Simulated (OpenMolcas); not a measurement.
# SnH in OpenMolcas, from active space to Ω levels

Which states of SnH lie lowest, and how does spin–orbit coupling split them?

Computed with OpenMolcas 26.06. Level: SA-CASSCF(5,5), XMS-CASPT2, RASSI; ANO-RCC-VTZP.

All values are calculated.

## Step 1: The job

C2 symmetry about the axis (a holds Σ, Δ, Γ; b holds Π, Φ, H; Σ⁺ and Σ⁻ are not told apart); roots by multiplicity and irrep: 2b 4, 4a 2, 2a 5, 4b 2.

Active shells: Sn 5s 5p, H 1s.

The input, m.inp:

```
&GATEWAY
Coord
2
angstrom
Sn 0.0 0.0 0.0
H 0.0 0.0 1.7860
Basis=ANO-RCC-VTZP
Group=XY
RX2C
AMFI
ANGMom
0.0 0.0 0.0
RICD
&SEWARD
&GUESSORB
&RASSCF
FileOrb=$CurrDir/o22.orb
Symmetry=2
Spin=2
nActEl=5 0 0
Inactive=13 10
RAS2=3 2
CIRoot=4 4 1
Linear
Iterations=120 100
OrbListing=Nothing
PRWF=0.15
>>COPY $Project.RasOrb $CurrDir/o22.orb
>>COPY $Project.rasscf.h5 $CurrDir/r22.h5
&CASPT2
XMultistate=all
Imaginary=0.2
IPEA=0.25
MaxIter=40
>>COPY $Project.JobMix JOB001
&RASSCF
FileOrb=$CurrDir/o41.orb
Symmetry=1
Spin=4
nActEl=5 0 0
Inactive=13 10
RAS2=3 2
CIRoot=2 2 1
Linear
Iterations=120 100
OrbListing=Nothing
PRWF=0.15
>>COPY $Project.RasOrb $CurrDir/o41.orb
>>COPY $Project.rasscf.h5 $CurrDir/r41.h5
&CASPT2
XMultistate=all
Imaginary=0.2
IPEA=0.25
MaxIter=40
>>COPY $Project.JobMix JOB002
&RASSCF
FileOrb=$CurrDir/o21.orb
Symmetry=1
Spin=2
nActEl=5 0 0
Inactive=13 10
RAS2=3 2
CIRoot=5 5 1
Linear
Iterations=120 100
OrbListing=Nothing
PRWF=0.15
>>COPY $Project.RasOrb $CurrDir/o21.orb
>>COPY $Project.rasscf.h5 $CurrDir/r21.h5
&CASPT2
XMultistate=all
Imaginary=0.2
IPEA=0.25
MaxIter=40
>>COPY $Project.JobMix JOB003
&RASSCF
FileOrb=$CurrDir/o42.orb
Symmetry=2
Spin=4
nActEl=5 0 0
Inactive=13 10
RAS2=3 2
CIRoot=2 2 1
Linear
Iterations=120 100
OrbListing=Nothing
PRWF=0.15
>>COPY $Project.RasOrb $CurrDir/o42.orb
>>COPY $Project.rasscf.h5 $CurrDir/r42.h5
&CASPT2
XMultistate=all
Imaginary=0.2
IPEA=0.25
MaxIter=40
>>COPY $Project.JobMix JOB004
&RASSI
Nr of JobIphs=4 4 2 5 2
1 2 3 4
1 2
1 2 3 4 5
1 2
SpinOrbit
EJob
Omega
MEES
MESO
Properties=4
'AngMom' 3 'Mltpl  1' 1 'Mltpl  1' 2 'Mltpl  1' 3
Thrs=1.0d-4
>>COPY $Project.rassi.h5 $CurrDir/so.h5
```

Each module block was a call of its own in one work directory; start orbitals came from a preliminary run.

Command:

```sh
$ pymolcas m.inp
```

## Step 2: The spin-free blocks

The runs that follow: From Λ–S states to Ω levels.

What does the calculation give? Wanted: lowest spin-free state; next spin-free state; lowest level; next level; lowering by spin–orbit coupling.

As calculated:

| quantity | value |
| --- | --- |
| lowest spin-free state | (1)2Π |
| next spin-free state | (1)4Σ, 1.865 eV |
| lowest level | Ω = 1/2, 100 % (1)2Π |
| next level | Ω = 3/2, 1983 cm⁻¹ |
| lowering by spin–orbit coupling | 1079 cm⁻¹ |

In words: At 1.786 Å the lowest computed level has Ω = 1/2 and is 100 % (1)2Π. The levels that stem mainly from (1)2Π spread over 1983 cm⁻¹. Only the spin multiplicities and numbers of roots in the input were computed, so the list of states is not complete and the lowest one found need not be the ground state; labels number the states computed.
